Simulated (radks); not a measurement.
# Ionising iodine step by step, I to I⁹⁺

An exercise on one series of results from a longer session: the logs are not shown, and one member is left open.

Method: scalar-relativistic Kohn-Sham, LDA (Slater exchange, Perdew-Wang correlation), spin-unpolarised, spherical densities, finite nucleus. Code: radks (a radial shooting solver on a logarithmic mesh, Libxc functionals) version 1.

### The atom as given

```
element             : iodine (Z = 53)
charges             : 0 to 9
first configuration : [Kr] 4d10 5s2 5p5
last configuration  : [Kr] 4d8
```

The outer shells:

I
```
[Kr] core
4d [↑↓][↑↓][↑↓][↑↓][↑↓]
5s [↑↓]
5p [↑↓][↑↓][↑ ]
```

I⁹⁺
```
[Kr] core
4d [↑↓][↑↓][↑↓][↑ ][↑ ]
```

Set-up of the first run:

Input:

```text
Z 53
configuration [Kr] 4d10 5s2 5p5
relativity scalar-relativistic
functional lda,pw
spin unpolarised
nucleus finite rms 4.75 fm
c 137.035999084
```

Steps of the session up to this table: I, [Kr] 4d10 5s2 5p5; I⁺, [Kr] 4d10 5s2 5p4; I²⁺, [Kr] 4d10 5s2 5p3; I³⁺, [Kr] 4d10 5s2 5p2; I⁴⁺, [Kr] 4d10 5s2 5p1; I⁵⁺, [Kr] 4d10 5s2; I⁶⁺, [Kr] 4d10 5s1; I⁷⁺, [Kr] 4d10; I⁸⁺, [Kr] 4d9; I⁹⁺, [Kr] 4d8.

One table of the session follows, with a row left open; its other results are not shown here.

```
species  Δ-SCF (eV)  −ε(HOMO) (eV)
      I      11.300          7.239
     I⁺      20.060         15.537
    I²⁺      29.611         24.725
    I³⁺      39.799         34.619
    I⁴⁺      50.497         45.087
    I⁵⁺      75.901         69.582
    I⁶⁺           ?              ?
    I⁷⁺      151.56         139.97
    I⁸⁺      175.38         163.37
```

Estimate the missing values for I⁶⁺.

As computed: Δ-SCF (eV): 88.675; −ε(HOMO) (eV): 82.294. In the column «Δ-SCF (eV)» it lies between I⁵⁺ (75.901) and I⁷⁺ (151.56).

To keep in mind: Spin polarisation and multiplet splitting are left out, so open shells lie too high by an amount that depends on their filling.
